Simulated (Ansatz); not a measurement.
# H4NO2SV: the cost of one run

Method: the settings change from run to run; program: Ansatz 0.2.0, Gaussian basis.

### Step 1. The geometry

The geometry comes from an earlier relaxation with PBE0-D4 in a triple-zeta def2 set; it is a stationary point, not always the lowest conformer.

SMILES `[NH2][V]([OH])([OH])=[S]`, 9 atoms, charge 0, spin multiplicity 1.

Atoms are counted from 1 here; the program's logs count them from 0.

Bond lengths: N1–V2 1.816 Å, N1–H6 1.012 Å, N1–H7 1.007 Å, V2–O3 1.762 Å, V2–O4 1.762 Å, V2–S5 2.001 Å, O3–H8 0.960 Å, O4–H9 0.960 Å. Angles: V2–N1–H6 120.0°, V2–N1–H7 127.4°, H6–N1–H7 112.6°, N1–V2–O3 109.5°, N1–V2–O4 109.4°, N1–V2–S5 106.0°, O3–V2–O4 107.3°, O3–V2–S5 112.3°, O4–V2–S5 112.3°, V2–O3–H8 122.8°, V2–O4–H9 122.8°.

### Step 2. B3LYP/def2-mTZVPP

This run has multiplicity 3, D3(BJ) dispersion, relativity set to none, the search for lower states set to off.

File in.yaml:

```yaml
crystal:
  periodic: [false, false, false]
  atoms:
    - {symbol: N, position_ang: [-0.648227, 0.400292, -1.291553]}
    - {symbol: V, position_ang: [0.216804, -0.023761, 0.247330]}
    - {symbol: O, position_ang: [0.647582, -1.731738, 0.226654]}
    - {symbol: O, position_ang: [-0.865406, 0.225553, 1.614733]}
    - {symbol: S, position_ang: [1.824318, 1.165386, 0.323036]}
    - {symbol: H, position_ang: [-1.503700, -0.079181, -1.539556]}
    - {symbol: H, position_ang: [-0.380076, 1.090368, -1.973573]}
    - {symbol: H, position_ang: [1.552872, -2.038944, 0.135489]}
    - {symbol: H, position_ang: [-0.755667, 0.945825, 2.240340]}
basis:
  gaussian: {orbitals: def2-mTZVPP}
magnetization: {spin_polarized: true, initial_magnetization: 2}
hamiltonian: {xc: {name: B3LYP}, dispersion: d3bj, pseudopotentials: {relativity: none}}
scf: {lower_state_search: off}
output: {forces: true}
```

Run with:

```bash
> ansatz run in.yaml --threads 4 --pin off --events-out ev --progress --plain --max-ram 10444MiB
```

Q: Estimate wall time and peak memory on 4 threads of Intel Xeon 6975P-C, shared host.

About 7 s, with a peak of 0.75 GiB.
